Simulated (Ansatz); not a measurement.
# SnBH₅ (SMILES [BH2][SnH3]): functionals against CCSD(T) at one geometry

An exercise on one series of results from a longer session: the logs are not shown, and one member is left open.

Program: Ansatz 0.2.0, Gaussian basis. Level of theory: single points in def2-TZVPP. These are calculated values, not measurements.

Correlated methods freeze the cores. Filled d shells of the heavier atoms are correlated. Core potentials replace the inner electrons past krypton, and spin-orbit coupling is left out.

## Where the work starts

SMILES `[BH2][SnH3]`, 7 atoms, charge 0, spin multiplicity 1.

Atoms are counted from 1 here; the program's logs count them from 0.

Bond lengths: B1–Sn2 2.075 Å, B1–H3 1.182 Å, B1–H4 1.249 Å, Sn2–H5 1.604 Å, Sn2–H6 1.586 Å, Sn2–H7 1.791 Å. Angles: Sn2–B1–H3 137.6°, Sn2–B1–H4 116.7°, H3–B1–H4 105.5°, B1–Sn2–H5 114.2°, B1–Sn2–H6 116.3°, B1–Sn2–H7 115.9°, H5–Sn2–H6 107.9°, H5–Sn2–H7 103.5°, H6–Sn2–H7 97.0°.

As a file:

```mol
BH5Sn
  3D, bonds by distance, orders not assigned

  7  6  0  0  0  0  0  0  0  0999 V2000
   -0.1271   -1.2377    0.1708 B   0  0
    0.1067    0.8007   -0.1409 Sn  0  0
    0.5624   -2.1729    0.3879 H   0  0
   -1.2834   -1.6956    0.0519 H   0  0
   -0.3407    1.2974   -1.5990 H   0  0
   -0.5691    1.7576    0.9281 H   0  0
    1.7748    1.4312    0.0236 H   0  0
  1  2  8  0
  1  3  8  0
  1  4  8  0
  2  5  8  0
  2  6  8  0
  2  7  8  0
M  END
```

Set-up of the first run:

File run/in.yaml:

```yaml
crystal:
  periodic: [false, false, false]
  atoms:
    - {symbol: B, position_ang: [-0.127100, -1.237700, 0.170800]}
    - {symbol: Sn, position_ang: [0.106700, 0.800700, -0.140900]}
    - {symbol: H, position_ang: [0.562400, -2.172900, 0.387900]}
    - {symbol: H, position_ang: [-1.283400, -1.695600, 0.051900]}
    - {symbol: H, position_ang: [-0.340700, 1.297400, -1.599000]}
    - {symbol: H, position_ang: [-0.569100, 1.757600, 0.928100]}
    - {symbol: H, position_ang: [1.774800, 1.431200, 0.023600]}
basis:
  gaussian: {orbitals: def2-TZVPP}
correlation: {method: ccsd_t}
output: {forces: true}
```

The command line of these runs was not kept.

Among the steps run: CCSD(T)/def2-TZVPP; PBE0-D4/def2-TZVPP; wB97M-V/def2-TZVPP; r2SCAN-D4/def2-TZVPP; PBE-D4/def2-TZVPP; HSE06-D4/def2-TZVPP; revPBE-D4/def2-TZVPP.

One table of the session follows, with a row left open; its other results are not shown here.

| method | RMS force component (eV/Å) | angle to CCSD(T) forces (°) | dipole (D) |
| --- | --- | --- | --- |
| CCSD(T) | 1.269 | reference | 1.02 |
| PBE0-D4 | ? | ? | ? |
| wB97M-V | 1.271 | 2.2 | 1.06 |
| r2SCAN-D4 | 1.220 | 4.4 | 1.00 |
| PBE-D4 | 1.201 | 8.8 | 0.92 |
| HSE06-D4 | 1.241 | 4.1 | 1.03 |
| revPBE-D4 | 1.220 | 8.7 | 0.95 |

Q: Estimate the row for PBE0-D4 from the others.

As computed: RMS force component (eV/Å): 1.243; angle to CCSD(T) forces (°): 4.0; dipole (D): 1.03. In the column «RMS force component (eV/Å)» it lies between HSE06-D4 (1.241) and CCSD(T) (1.269).
